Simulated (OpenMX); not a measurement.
# Hf2Pd2Se2Br2O3 under changes of volume

One of the cells (22.261 Å³/atom); the others are scaled copies at fixed shape and fractional positions:

```
Hf Pd Se Br O
1.0
     5.75899    0.00000    0.00000
    -2.87949    4.98743    0.00000
     0.00000    0.00000    8.52547
Hf Pd Se Br O
2 2 2 2 3
Direct
  0.33333 0.66667 0.54201
  0.66667 0.33333 0.54201
  0.33333 0.66667 0.12880
  0.66667 0.33333 0.12880
  0.33333 0.66667 0.85572
  0.66667 0.33333 0.85572
  0.00000 0.00000 0.13895
  0.00000 0.00000 0.65384
  0.50000 0.00000 0.42963
  0.00000 0.50000 0.42963
  0.50000 0.50000 0.42963
```

The cell was built by a generator and needn't be a form met in nature.

- Program: OpenMX 3.8.5
- Functional: LDA
- Potentials or basis: OpenMX 2013 LDA set, Hf7.0-s3p2d2f1, Pd7.0-s3p2d2, Se7.0-s3p2d2, Br7.0-s3p2d2, O6.0-s2p2d1, fixed grid of 60 × 60 × 105 points
- k mesh: 7 × 7 × 3
- Occupations: fermi-dirac, width 0.05 eV
- Spin: no spin polarisation

| volume (Å³/atom) | energy over the lowest point (meV/atom) | largest force (eV/Å) |
| --- | --- | --- |
| 20.926 | 0.00 | 0.977 |
| 21.371 | 6.87 | 0.773 |
| 21.816 | 18.39 | 0.658 |
| 22.261 | 34.17 | 1.033 |
| 22.706 | 53.67 | 1.388 |
| 23.152 | ? | ? |

**Question.** What does the run at 23.152 Å³/atom give?

**Answer.** Energy over the lowest point 76.51 meV/atom; largest force 1.710 eV/Å.

Worked out: A Birch-Murnaghan fit of order 3 (a polynomial in V^(-2/3)) to the other rows has its minimum at 20.57 Å³/atom, just outside them, with B0 = V·E''(V) = 95 GPa and B' = 4.1 at fixed shape and positions, which overstates the stiffness. It gives 76.62 meV/atom at 23.152 Å³/atom, against the run's 76.51.

Energies are extrapolated to zero smearing.

Caveats: the basis of atomic orbitals isn't converged, which shifts pressures, moduli and gaps; forces of over 1 eV/Å show positions far from the minimum, so gaps and moduli don't describe the material at rest (some runs).
